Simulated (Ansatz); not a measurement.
# Ru: the crystal squeezed far

One table from this session's results is given with a row withheld; the runs are named, their logs left out.

Program: Ansatz 0.2.0. Level of theory: DFT PBEsol, with the methods named in each step. These are calculated values, not measurements.

2 further runs of the same task are left out: 2 that didn't finish. Runs told in other sessions of the task aren't counted.

## The system as given

Symmetry: Pm-3m, No. 221, cubic system. Conventional cell: a = 2.432 Å, b = 2.432 Å, c = 2.432 Å, α = 90.00°, β = 90.00°, γ = 90.00°. Ru (site symmetry m-3m) is surrounded by 6 Ru at 2.43 Å.

Structure file:

```cif
data_structure
_symmetry_space_group_name_H-M 'P 1'
_symmetry_Int_Tables_number 1
_cell_length_a 2.4321
_cell_length_b 2.4321
_cell_length_c 2.4321
_cell_angle_alpha 90.000
_cell_angle_beta 90.000
_cell_angle_gamma 90.000
_cell_volume 14.39
loop_
_atom_site_label
_atom_site_type_symbol
_atom_site_fract_x
_atom_site_fract_y
_atom_site_fract_z
_atom_site_occupancy
Ru1 Ru 0.00000 0.00000 0.00000 1
```

Whether this phase is the stable one at these pressures isn't tested.

The first run:

input.yaml reads:

```yaml
crystal:
  lattice:
    - [2.4321304286, 0.0, 0.0]
    - [0.0, 2.4321304286, 0.0]
    - [0.0, 0.0, 2.4321304286]
  atoms:
    - { symbol: Ru, position: [0.0, 0.0, 0.0] }
kpoints:
  mp_grid: { grid: [15, 15, 15] }
scf:
  occupations: { method: fermi_dirac, width: 0.1 }
hamiltonian:
  xc: pbesol
  pseudopotentials: { kind: paw }
output:
  forces: true
  stress: true
relax:
  f_tol: 0.005
  max_steps: 40
  cell: {}
```

Command:

```sh
ansatz run input.yaml --threads 1 --pin off --max-ram 2048MiB --backend cpu --events-out ev --progress --plain --runs-dir out
```

Steps of the session up to this table: Cell relaxed at zero pressure, PAW; Volume scaled by 1, PAW; Volume scaled by 0.95, PAW; Volume scaled by 0.85, PAW; Volume scaled by 0.75, PAW; Volume scaled by 0.75, PAW (cutoff 800 eV); Volume scaled by 0.65, PAW; Volume scaled by 0.55, PAW; Volume scaled by 0.45, PAW; Volume scaled by 0.4, PAW; Volume scaled by 0.4, PAW (core large).

One of the session's tables, all rows but one given; the rest of the session is left out.

 The rows PAW, 0.4 and PAW (core large), 0.4 agree to the last digit and may rest on the same set-up.

```
             method  volume over the first  volume (Å³/atom)  pressure (GPa)
                PAW                      1            15.270            0.02
                PAW                   0.95            14.507           14.28
                PAW                   0.85            12.980           58.52
                PAW                   0.75            11.453          137.76
                PAW                   0.65             9.926          284.00
                PAW                   0.55             8.399          569.90
                PAW                   0.45                 ?               ?
                PAW                    0.4             6.108         1759.45
   PAW (core large)                    0.4             6.108         1759.45
PAW (cutoff 800 eV)                   0.75            11.453          137.73
```

**Question.** Estimate the row for PAW, 0.45.

The run gave: volume (Å³/atom): 6.872; pressure (GPa): 1185.73. In the column «volume (Å³/atom)» it lies between PAW (core large), 0.4 (6.108) and PAW, 0.55 (8.399).

Limits of these values: At pressures up to 1759 GPa the PAW spheres may overlap and frozen cores may not hold, so those PAW values are rough without an all-electron check. Warnings in the runs' records: datasets by core.
